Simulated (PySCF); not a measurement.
# Ge2H6O2 (SMILES [OH][GeH2][GeH2][OH]) at B3LYP/6-31G(d) (spherical functions)

Aim: the vertical ionisation energy of Ge2H6O2 at B3LYP/6-31G* (spherical functions), from 2 runs. Input form: a Python script.

The results are computed with PySCF 2.14.0.

4 further runs of the same task are left out: 4 set aside as unsound or not needed.

## (1) The structure to begin with

Ge2H6O2 has 10 atoms, charge 0, and is taken as a singlet. As SMILES, `[OH][GeH2][GeH2][OH]`. The coordinates come from a PBE0-D4/def2-TZVP relaxation. This is one conformer, not always the lowest.

Bond lengths: O1–Ge2 1.791 Å, Ge2–Ge3 2.444 Å, Ge3–O4 1.791 Å, O1–H5 0.960 Å, Ge2–H6 1.534 Å, Ge2–H7 1.547 Å, Ge3–H8 1.534 Å, Ge3–H9 1.547 Å, O4–H10 0.960 Å. Some angles: O1–Ge2–Ge3 109.9°, Ge2–Ge3–O4 109.9°, O1–Ge2–H6 103.9°, O1–Ge2–H7 109.4°, Ge3–Ge2–H6 113.2°, Ge3–Ge2–H7 110.2°, Ge2–O1–H5 112.5°, Ge2–Ge3–H8 113.2°, Ge2–Ge3–H9 110.2°, O4–Ge3–H8 103.9°.

## (2) A single-point energy at B3LYP/6-31G(d) (spherical functions)

File start.xyz:

```xyz
10

O     -0.309300     2.455000    -0.006400
Ge     0.600700     0.984100     0.456700
Ge    -0.721500    -1.006400    -0.054200
O      0.308500    -2.466700     0.057800
H     -0.425000     2.532100    -0.955900
H      0.860000     1.168500     1.957800
H      1.943500     0.946400    -0.311300
H     -1.840500    -1.265700     0.963100
H     -1.315400    -0.903200    -1.479200
H      0.981900    -2.495100    -0.625400
```

File input.py:

```python
from pyscf import gto, dft

mol = gto.Mole()
mol.atom = 'start.xyz'
mol.max_memory = 1860
mol.spin = 0
mol.verbose = 4
mol.charge = 0
mol.basis = '6-31g*'
mol.build()

ks = dft.RKS(mol, xc='b3lyp')
ks.conv_tol = 1e-10
ks.grids.level = 5
ks.kernel()
if not ks.converged:
    ks = ks.newton().run(ks.mo_coeff, ks.mo_occ)

e_tot = ks.e_tot
print('E(%s) = %.9f' % ('B3LYP', e_tot))
```

Run with:

```bash
$ OMP_NUM_THREADS=1 python input.py
```

The log of the run:

```text
PySCF version 2.14.0

[INPUT] num. atoms = 10
[INPUT] num. electrons = 86
[INPUT] charge = 0
[INPUT] spin (= nelec alpha-beta = 2S) = 0
[INPUT] symmetry False subgroup None
[INPUT] Mole.unit = angstrom
[INPUT] Symbol           X                Y                Z      unit          X                Y                Z       unit  Magmom
[INPUT]  1 O     -0.309300000000   2.455000000000  -0.006400000000 AA   -0.584492290328   4.639277635807  -0.012094247197 Bohr   0.0
[INPUT]  2 Ge     0.600700000000   0.984100000000   0.456700000000 AA    1.135158483026   1.859679479184   0.863037921089 Bohr   0.0
[INPUT]  3 Ge    -0.721500000000  -1.006400000000  -0.054200000000 AA   -1.363437398874  -1.901820371762  -0.102423155951 Bohr   0.0
[INPUT]  4 O      0.308500000000  -2.466700000000   0.057800000000 AA    0.582980509428  -4.661387431465   0.109226170000 Bohr   0.0
[INPUT]  5 H     -0.425000000000   2.532100000000  -0.955900000000 AA   -0.803133602940   4.784975520011  -1.806389202472 Bohr   0.0
[INPUT]  6 H      0.860000000000   1.168500000000   1.957800000000 AA    1.625164467126   2.208144976554   3.699705806673 Bohr   0.0
[INPUT]  7 H      1.943500000000   0.946400000000  -0.311300000000 AA    3.672682723092   1.788436804288  -0.588271742577 Bohr   0.0
[INPUT]  8 H     -1.840500000000  -1.265700000000   0.963100000000 AA   -3.478040932262  -2.391826355862   1.819995230569 Bohr   0.0
[INPUT]  9 H     -1.315400000000  -0.903200000000  -1.479200000000 AA   -2.485745744253  -1.706800635707  -2.795282883457 Bohr   0.0
[INPUT] 10 H      0.981900000000  -2.495100000000  -0.625400000000 AA    1.855522081710  -4.715055653402  -1.181834718303 Bohr   0.0

nuclear repulsion = 568.934386692963
number of shells = 48
number of NR pGTOs = 268
number of NR cGTOs = 104
basis = 6-31g*
ecp = {}

******** <class 'pyscf.dft.rks.RKS'> ********
method = RKS
initial guess = minao
damping factor = 0
level_shift factor = 0
DIIS = <class 'pyscf.scf.diis.CDIIS'>
diis_start_cycle = 1
diis_space = 8
diis_damp = 0
SCF conv_tol = 1e-10
SCF conv_tol_grad = None
SCF max_cycles = 50
direct_scf = True
direct_scf_tol = 1e-13
XC library pyscf.dft.libxc version 7.0.0
    S. Lehtola, C. Steigemann, M. J.T. Oliveira, and M. A.L. Marques.,  SoftwareX 7, 1–5 (2018)
XC functionals = b3lyp
    P. J. Stephens, F. J. Devlin, C. F. Chabalowski, and M. J. Frisch.,  J. Phys. Chem. 98, 11623 (1994)
radial grids:
    Treutler-Ahlrichs [JCP 102, 346 (1995); DOI:10.1063/1.469408] (M4) radial grids

becke partition: Becke, JCP 88, 2547 (1988); DOI:10.1063/1.454033
pruning grids: <function nwchem_prune>
grids dens level: 5
symmetrized grids: False
atomic radii adjust function: <function treutler_atomic_radii_adjust>
small_rho_cutoff = 0
Set gradient conv threshold to 1e-05
Initial guess from minao.
tot grids = 316672
init E= -4306.49470125709
  HOMO = -0.284763394342216  LUMO = -0.0821516437192935  gap/eV = 5.51335
cycle= 1 E= -4307.3401015689  delta_E= -0.845  |g|= 1.22  |ddm|= 2.96
  HOMO = -0.111851776862639  LUMO = -0.0331149664817474  gap/eV = 2.14254
cycle= 2 E= -4306.50530988495  delta_E= 0.835  |g|= 2.35  |ddm|=  2.9
  HOMO = -0.257614891056361  LUMO = -0.0317151306244319  gap/eV = 6.14705
cycle= 3 E= -4307.58936932811  delta_E= -1.08  |g|= 0.176  |ddm|= 2.28
  HOMO = -0.255201023235007  LUMO = -0.0296786986592905  gap/eV = 6.13678
cycle= 4 E= -4307.59456900751  delta_E= -0.0052  |g|= 0.076  |ddm|= 0.178
  HOMO = -0.257847508663763  LUMO = -0.0302372666169282  gap/eV = 6.19359
cycle= 5 E= -4307.59512224503  delta_E= -0.000553  |g|= 0.0108  |ddm|= 0.0373
  HOMO = -0.256589088309245  LUMO = -0.0291061963465848  gap/eV = 6.19012
cycle= 6 E= -4307.59514857664  delta_E= -2.63e-05  |g|= 0.00199  |ddm|= 0.0158
  HOMO = -0.256884511248666  LUMO = -0.029314048553728  gap/eV = 6.19251
cycle= 7 E= -4307.59514963438  delta_E= -1.06e-06  |g|= 0.00029  |ddm|= 0.00313
  HOMO = -0.256869078425296  LUMO = -0.0292936460999407  gap/eV = 6.19264
cycle= 8 E= -4307.5951496691  delta_E= -3.47e-08  |g|= 6.31e-05  |ddm|= 0.000572
  HOMO = -0.256874569107029  LUMO = -0.0292979617120128  gap/eV = 6.19267
cycle= 9 E= -4307.59514967035  delta_E= -1.25e-09  |g|= 3.43e-05  |ddm|= 0.00011
  HOMO = -0.256875197688655  LUMO = -0.0292984789667132  gap/eV = 6.19268
cycle= 10 E= -4307.59514967057  delta_E= -2.24e-10  |g|= 1.17e-05  |ddm|= 3.65e-05
  HOMO = -0.256875016866378  LUMO = -0.0292983597392169  gap/eV = 6.19268
cycle= 11 E= -4307.59514967057  delta_E= -1.82e-12  |g|= 1.8e-06  |ddm|= 1.25e-05
  HOMO = -0.256874764757844  LUMO = -0.0292981605963187  gap/eV = 6.19267
Extra cycle  E= -4307.59514967059  delta_E= -1.27e-11  |g|= 2.01e-06  |ddm|= 4.35e-06
converged SCF energy = -4307.59514967059
E(B3LYP) = -4307.595149671
```

Run time: 39 s. Hardware: 1 thread of Arm Neoverse V1, shared host; peak memory 0.57 GiB.

## (3) The doublet cation at the same level

File input.py:

```python
from pyscf import gto, dft

mol = gto.M(
    atom='''
O   -0.309300   2.455000  -0.006400
Ge   0.600700   0.984100   0.456700
Ge  -0.721500  -1.006400  -0.054200
O    0.308500  -2.466700   0.057800
H   -0.425000   2.532100  -0.955900
H    0.860000   1.168500   1.957800
H    1.943500   0.946400  -0.311300
H   -1.840500  -1.265700   0.963100
H   -1.315400  -0.903200  -1.479200
H    0.981900  -2.495100  -0.625400
''',
    basis='6-31g*',
    max_memory=1860,
    charge=1,
    verbose=4,
    spin=1,
)

mf = dft.UKS(mol)
mf.xc = 'b3lyp'
mf.grids.level = 5
mf.conv_tol = 1e-10
mf.kernel()
if not mf.converged:
    mf = mf.newton().run(mf.mo_coeff, mf.mo_occ)

energy = mf.e_tot
print(f'total energy: {energy:.8f} hartree')
```

Run with:

```bash
$ OMP_NUM_THREADS=1 python input.py
```

The log of the run:

```text
PySCF version 2.14.0

[... 59 lines left out ...]
WARN: HOMO -0.284763394342218 >= LUMO -0.284763394342216
[... 58 lines left out ...]
converged SCF energy = -4307.25726793963  <S^2> = 0.75720877  2S+1 = 2.0071958
total energy: -4307.25726794 hartree
```

Run time: 84 s. Hardware: 1 thread of Arm Neoverse V1, shared host; peak memory 0.6 GiB.

## (4) Outcome

At B3LYP/6-31G* (spherical functions):

| quantity | value |
| --- | --- |
| singlet Ge2H6O2: total energy | -4307.59515 Eh |
| singlet Ge2H6O2: dipole moment | 2.32 D |
| singlet Ge2H6O2: HOMO energy | -6.99 eV |
| singlet Ge2H6O2: LUMO energy | -0.80 eV |
| singlet Ge2H6O2: HOMO–LUMO gap | 6.19 eV |
| doublet cation: total energy | -4307.25727 Eh |
| doublet cation: HOMO energy (highest over α and β) | -13.57 eV |
| doublet cation: LUMO energy (lowest over α and β) | -11.40 eV |
| doublet cation: ⟨S²⟩ | 0.757 |
| vertical ionisation energy (to the doublet cation) | 9.194 eV |

In words: Removing an electron at fixed nuclei costs 9.19 eV (887 kJ/mol). −ε(HOMO) before ionisation, 6.99 eV, is 2.20 eV below this ionisation energy.
